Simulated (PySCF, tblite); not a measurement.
# C19H23OP: NMR shifts, part 2 of 2

tblite 0.8.0 and PySCF 2.14.0. Atoms count from 0.

### Step 5. NMR shifts: GIAO KT3/pcSseg-2

What the job is given:

```
{"job": {"kind": "nmr", "xc": "KT3", "basis": "pcSseg-2", "pop": false}, "charge": 0, "multiplicity": 1}
C      6.428389     0.086207     0.862665
C      5.141164     0.771638     0.505704
C      5.070118     2.164197     0.398141
C      3.877024     2.787500     0.030748
C      2.738687     2.036776    -0.230186
C      2.772613     0.635696    -0.119448
C      1.604182    -0.212740    -0.353509
C      0.342220     0.206082    -0.565350
C     -0.805580    -0.672282    -0.826904
C     -0.584169    -1.812275    -1.606987
C     -1.622092    -2.674297    -1.922406
C     -2.921468    -2.416758    -1.493991
C     -4.029424    -3.350186    -1.881051
C     -3.185113    -1.270412    -0.705156
C     -4.618224    -1.045302    -0.308213
C     -2.121756    -0.405528    -0.354136
P     -2.411819     1.032280     0.775168
C     -1.079413     1.032094     2.012543
C     -2.209998     2.527569    -0.245139
O     -3.740960     1.058686     1.477590
C      3.984917     0.030850     0.245828
H      7.081589     0.739928     1.458192
H      6.250128    -0.835020     1.436229
H      6.987114    -0.197024    -0.045040
H      5.958779     2.767758     0.601702
H      3.838982     3.876196    -0.055119
H      1.818744     2.543113    -0.530318
H      1.793725    -1.290745    -0.308395
H      0.152031     1.280770    -0.557818
H      0.416831    -1.997854    -2.001146
H     -1.424886    -3.556071    -2.538242
H     -4.813160    -2.834819    -2.459236
H     -4.527976    -3.778340    -0.996579
H     -3.648911    -4.180787    -2.491047
H     -4.743682    -0.173557     0.341124
H     -5.239226    -0.925774    -1.211408
H     -5.011075    -1.927344     0.222078
H     -1.023989     0.029832     2.460778
H     -1.414888     1.739117     2.785665
H     -0.086909     1.316875     1.645426
H     -2.344255     3.395596     0.417258
H     -1.251394     2.609469    -0.773523
H     -3.026510     2.526058    -0.981548
H      4.020146    -1.059429     0.334351
```

Method: GIAO KT3/pcSseg-2 NMR shielding, non-relativistic, gas phase.

Output:

```text
nearly dependent basis: matrix products in double precision
start: PBE on a coarse grid of 35494 points
cycle   1  E = -1153.1377007432  dE =  2.592e+00  |g| = 1.390e+00  |ddm| = 5.581e+00
cycle   2  E = -1148.8522273384  dE =  4.285e+00  |g| = 3.665e+00  |ddm| = 2.949e+01
cycle   3  E = -1153.1113562418  dE = -4.259e+00  |g| = 1.299e+00  |ddm| = 2.809e+01
cycle   4  E = -1153.5624477846  dE = -4.511e-01  |g| = 2.146e-01  |ddm| = 3.094e+00
cycle   5  E = -1153.5209382731  dE =  4.151e-02  |g| = 4.387e-01  |ddm| = 1.035e+00
cycle   6  E = -1153.5758736476  dE = -5.494e-02  |g| = 6.377e-02  |ddm| = 6.103e-01
cycle   7  E = -1153.5767335837  dE = -8.599e-04  |g| = 3.162e-02  |ddm| = 1.643e-01
cycle   8  E = -1153.5769486789  dE = -2.151e-04  |g| = 1.166e-02  |ddm| = 6.050e-02
cycle   9  E = -1153.5769809352  dE = -3.226e-05  |g| = 5.000e-03  |ddm| = 2.410e-02
final grid: 320604 points
cycle  10  E = -1170.5964740886  dE = -8.069e-02  |g| = 1.934e-01  |ddm| = 9.497e+00
cycle  11  E = -1170.5789747304  dE =  1.750e-02  |g| = 3.312e-01  |ddm| = 1.022e+00
cycle  12  E = -1170.5980730890  dE = -1.910e-02  |g| = 1.135e-01  |ddm| = 9.417e-01
cycle  13  E = -1170.6002999775  dE = -2.227e-03  |g| = 2.522e-02  |ddm| = 2.368e-01
cycle  14  E = -1170.6004588764  dE = -1.589e-04  |g| = 1.006e-02  |ddm| = 6.526e-02
cycle  15  E = -1170.6004849252  dE = -2.605e-05  |g| = 3.292e-03  |ddm| = 1.819e-02
cycle  16  E = -1170.6004876388  dE = -2.714e-06  |g| = 1.081e-03  |ddm| = 7.516e-03
cycle  17  E = -1170.6004879276  dE = -2.888e-07  |g| = 3.175e-04  |ddm| = 1.666e-03
cycle  18  E = -1170.6004879485  dE = -2.088e-08  |g| = 1.595e-04  |ddm| = 5.980e-04
cycle  19  E = -1170.6004879554  dE = -6.843e-09  |g| = 3.036e-05  |ddm| = 2.515e-04
converged SCF energy = -1170.6004879554

GIAO shielding tensors (ppm)
atom      isotropic    diamagn.    paramagn.     s11        s22        s33       span
  0 C      157.456     228.340     -70.884    135.052    152.430    184.885     49.832
  1 C       43.482     260.881    -217.399    -51.620     16.169    165.898    217.518
  2 C       54.652     258.472    -203.820    -41.633     52.280    153.311    194.944
  3 C       55.145     258.043    -202.898    -48.566     49.084    164.916    213.482
  4 C       64.047     271.494    -207.447    -31.629     52.505    171.264    202.893
  5 C       46.189     261.598    -215.409    -37.649     10.351    165.865    203.514
  6 C       51.533     268.670    -217.137    -28.281     55.551    127.330    155.611
  7 C       51.915     271.677    -219.762    -42.851     49.957    148.638    191.489
  8 C       45.210     270.368    -225.158    -35.924     11.097    160.458    196.382
  9 C       59.056     268.831    -209.774    -35.441     56.245    156.366    191.807
 10 C       52.316     263.496    -211.181    -45.977     55.455    147.469    193.446
 11 C       42.008     272.060    -230.053    -51.715     17.064    160.675    212.391
 12 C      157.476     230.617     -73.141    143.670    152.355    176.402     32.733
 13 C       34.901     262.879    -227.978    -51.007     -2.279    157.989    208.997
 14 C      164.358     229.225     -64.867    152.291    168.549    172.235     19.943
 15 C       52.086     280.158    -228.072    -18.129     23.682    150.704    168.834
 16 P      306.747     969.569    -662.822    227.661    233.240    459.340    231.679
 17 C      158.167     260.356    -102.190    137.731    157.874    178.895     41.164
 18 C      160.626     254.482     -93.856    145.375    154.538    181.965     36.591
 19 O      194.892     388.300    -193.408     90.867    214.636    279.172    188.304
 20 C       51.883     270.318    -218.435    -36.765     52.749    139.665    176.430
 21 H       29.136      18.415      10.721     24.422     28.613     34.373      9.951
 22 H       29.062      26.923       2.139     24.299     29.091     33.795      9.497
 23 H       28.716      20.538       8.178     25.363     26.289     34.496      9.132
 24 H       24.325      20.464       3.860     21.080     23.738     28.157      7.077
 25 H       24.173      27.993      -3.820     20.674     24.147     27.698      7.024
 26 H       23.831      45.448     -21.617     19.362     22.813     29.316      9.955
 27 H       24.745      46.600     -21.855     20.652     22.858     30.726     10.075
 28 H       23.660      51.116     -27.456     18.959     21.287     30.735     11.776
 29 H       24.122      40.517     -16.395     19.588     23.331     29.446      9.858
 30 H       24.209      32.580      -8.371     20.329     23.715     28.583      8.255
 31 H       28.958      20.891       8.067     24.293     28.461     34.121      9.828
 32 H       28.930      23.377       5.554     24.403     28.346     34.041      9.638
 33 H       29.264      22.631       6.632     24.337     29.081     34.373     10.036
 34 H       24.973      30.003      -5.030     14.636     23.821     36.463     21.827
 35 H       29.748      23.395       6.353     25.303     28.790     35.153      9.850
 36 H       29.537      24.665       4.872     24.961     29.003     34.647      9.686
 37 H       29.934      40.754     -10.819     27.992     28.738     33.073      5.081
 38 H       29.989      35.044      -5.055     26.472     28.541     34.955      8.483
 39 H       29.341      44.949     -15.608     23.819     27.953     36.251     12.432
 40 H       29.693      32.122      -2.429     26.778     27.542     34.761      7.982
 41 H       29.302      40.429     -11.127     24.155     29.080     34.672     10.518
 42 H       29.717      32.846      -3.129     26.221     29.076     33.854      7.633
 43 H       24.341      42.602     -18.261     20.654     22.048     30.322      9.668
```

It took 1.7 min on 4 threads of Arm Neoverse V1, shared host; peak memory 2.9 GiB.

### Step 6. NMR shifts: GIAO PBE0/pcSseg-1 in chloroform

Settings changed since step 5:

```diff
@@ -1,2 +1,2 @@
-{"job": {"kind": "nmr", "xc": "KT3", "basis": "pcSseg-2", "pop": false}, "charge": 0, "multiplicity": 1}
+{"job": {"kind": "nmr", "xc": "PBE0", "basis": "pcSseg-1", "pop": false, "solvent": "chloroform"}, "charge": 0, "multiplicity": 1}
 C      6.428389     0.086207     0.862665
```

Method: GIAO PBE0/pcSseg-1 NMR shielding, non-relativistic, IEF-PCM chloroform.

Output:

```text
start: PBE on a coarse grid of 35494 points
cycle   1  E = -1152.5976197955  dE =  2.631e+00  |g| = 1.313e+00  |ddm| = 6.918e+00
cycle   2  E = -1150.9750357193  dE =  1.623e+00  |g| = 2.884e+00  |ddm| = 7.415e+00
cycle   3  E = -1152.8320507722  dE = -1.857e+00  |g| = 8.095e-01  |ddm| = 6.976e+00
cycle   4  E = -1152.9833253932  dE = -1.513e-01  |g| = 1.223e-01  |ddm| = 1.029e+00
cycle   5  E = -1152.9775154336  dE =  5.810e-03  |g| = 1.893e-01  |ddm| = 3.520e-01
cycle   6  E = -1152.9872274031  dE = -9.712e-03  |g| = 2.950e-02  |ddm| = 2.196e-01
cycle   7  E = -1152.9874192188  dE = -1.918e-04  |g| = 1.345e-02  |ddm| = 4.392e-02
cycle   8  E = -1152.9874635593  dE = -4.434e-05  |g| = 4.098e-03  |ddm| = 1.654e-02
final grid: 320604 points
cycle   9  E = -1153.2808461067  dE = -1.245e-02  |g| = 6.792e-02  |ddm| = 6.994e-01
cycle  10  E = -1153.2797647037  dE =  1.081e-03  |g| = 1.027e-01  |ddm| = 2.031e-01
cycle  11  E = -1153.2818713828  dE = -2.107e-03  |g| = 1.840e-02  |ddm| = 1.400e-01
cycle  12  E = -1153.2819368661  dE = -6.548e-05  |g| = 3.378e-03  |ddm| = 2.415e-02
cycle  13  E = -1153.2819389369  dE = -2.071e-06  |g| = 2.055e-03  |ddm| = 5.731e-03
cycle  14  E = -1153.2819392003  dE = -2.634e-07  |g| = 4.137e-04  |ddm| = 2.835e-03
cycle  15  E = -1153.2819390899  dE =  1.103e-07  |g| = 1.333e-04  |ddm| = 5.955e-04
cycle  16  E = -1153.2819386531  dE =  4.368e-07  |g| = 4.036e-05  |ddm| = 2.005e-04
converged SCF energy = -1153.2819386531

GIAO shielding tensors (ppm)
atom      isotropic    diamagn.    paramagn.     s11        s22        s33       span
  0 C      161.754     238.483     -76.730    141.011    155.817    188.434     47.423
  1 C       39.281     266.343    -227.062    -64.914      9.139    173.617    238.531
  2 C       49.450     252.339    -202.889    -53.710     41.055    161.005    214.715
  3 C       50.105     254.471    -204.366    -61.020     38.012    173.324    234.344
  4 C       59.372     253.944    -194.572    -43.042     42.847    178.310    221.352
  5 C       43.652     258.889    -215.237    -50.081      8.292    172.745    222.826
  6 C       46.066     262.900    -216.835    -45.706     50.535    133.368    179.073
  7 C       47.991     267.311    -219.320    -57.627     47.415    154.186    211.813
  8 C       42.084     261.896    -219.812    -47.869      7.107    167.015    214.883
  9 C       53.976     255.661    -201.685    -47.655     46.796    162.788    210.443
 10 C       46.598     260.602    -214.004    -59.023     43.469    155.347    214.371
 11 C       38.430     268.983    -230.553    -63.224     11.233    167.281    230.505
 12 C      161.680     240.998     -79.318    148.734    155.705    180.601     31.867
 13 C       32.520     259.742    -227.222    -63.377     -4.657    165.593    228.970
 14 C      168.913     245.686     -76.773    156.820    173.182    176.737     19.917
 15 C       50.063     275.557    -225.494    -27.787     20.004    157.970    185.757
 16 P      294.389     966.501    -672.112    221.861    226.011    435.294    213.433
 17 C      160.843     259.335     -98.492    139.190    160.507    182.831     43.641
 18 C      163.158     257.983     -94.825    146.492    157.143    185.839     39.346
 19 O      222.547     391.148    -168.601    112.208    239.575    315.858    203.651
 20 C       47.389     255.978    -208.589    -47.562     42.926    146.803    194.365
 21 H       28.931      23.192       5.739     23.861     28.090     34.843     10.982
 22 H       28.853      26.281       2.573     23.682     28.742     34.135     10.452
 23 H       28.529      22.515       6.015     24.952     25.817     34.819      9.867
 24 H       23.882      29.999      -6.117     20.231     23.840     27.574      7.344
 25 H       23.676      30.136      -6.460     19.863     24.089     27.075      7.212
 26 H       23.414      36.466     -13.053     18.383     22.906     28.952     10.569
 27 H       24.449      41.262     -16.813     19.958     22.493     30.896     10.939
 28 H       23.715      41.794     -18.079     18.555     21.182     31.409     12.854
 29 H       23.755      37.867     -14.112     18.812     23.391     29.061     10.249
 30 H       23.702      35.416     -11.713     19.464     23.725     27.919      8.454
 31 H       28.892      24.790       4.101     23.909     28.137     34.629     10.720
 32 H       28.841      25.897       2.944     23.973     28.015     34.534     10.561
 33 H       29.017      25.866       3.151     23.578     28.510     34.962     11.384
 34 H       25.265      32.380      -7.115     14.206     24.612     36.977     22.771
 35 H       29.586      27.684       1.903     24.871     28.268     35.620     10.748
 36 H       29.410      28.654       0.756     24.495     28.595     35.139     10.645
 37 H       29.648      35.850      -6.202     27.360     28.035     33.549      6.188
 38 H       29.655      31.886      -2.231     25.334     27.989     35.642     10.308
 39 H       29.332      38.049      -8.717     23.336     27.852     36.809     13.472
 40 H       29.370      30.057      -0.687     25.873     26.778     35.458      9.585
 41 H       29.201      35.888      -6.687     23.679     28.949     34.975     11.296
 42 H       29.431      30.754      -1.323     25.380     28.539     34.374      8.994
 43 H       23.938      37.446     -13.509     19.594     22.150     30.070     10.476
```

It took 41 s on 4 threads of Arm Neoverse V1, shared host; peak memory 2.5 GiB.

### Step 7. What came out

The summary covers parts 1 to 2.

| quantity | value |
| --- | --- |
| point group | C1 |
| rotational constants (main isotopes) | 0.53, 0.14, 0.12 GHz |
| ¹³C shifts against TMS (PBE0/pcSseg-2) | 159.1, 151.1, 150.0, 147.9, 146.9, 141.6, 141.5, 141.3, 141.0, 140.4, 138.4, 138.2, 133.8, 128.5 ppm and more |
| ¹H shifts against TMS (PBE0/pcSseg-2, means over atoms taken as alike) | 7.94, 7.83, 7.53, 7.51, 7.47, 7.33, 7.32, 6.95, 3.30, 2.42, 2.33, 1.68 ppm |
| ³¹P shifts against H3PO4 (PBE0/pcSseg-2) | 16.2 ppm |
| ¹⁷O shifts against H2O (PBE0/pcSseg-2) | 124.7 ppm |
| measured, and computed on the same scale | P16 δ 38.3, 16.2 ppm |

**Reading.** Relaxing lowered the energy by 0.218 eV in 17 steps; the close pair that moved most is P16–O19, from 1.470 to 1.504 Å (PBE0/def2-SVP). No frequency check was run at this level, so the end point may be a saddle. The one measured ³¹P shift is missed by -22.1 ppm (computed less measured, unscaled). Vibration, temperature and solvent are missing from the calculation, and it holds one conformer, so part of the miss against the measured shifts is not the functional's. NICS(1)zz of -25 ppm above the planar ring from C1 marks a diatropic (aromatic) ring current. NICS(1)zz of -24 ppm above the planar ring from C8 marks a diatropic (aromatic) ring current.
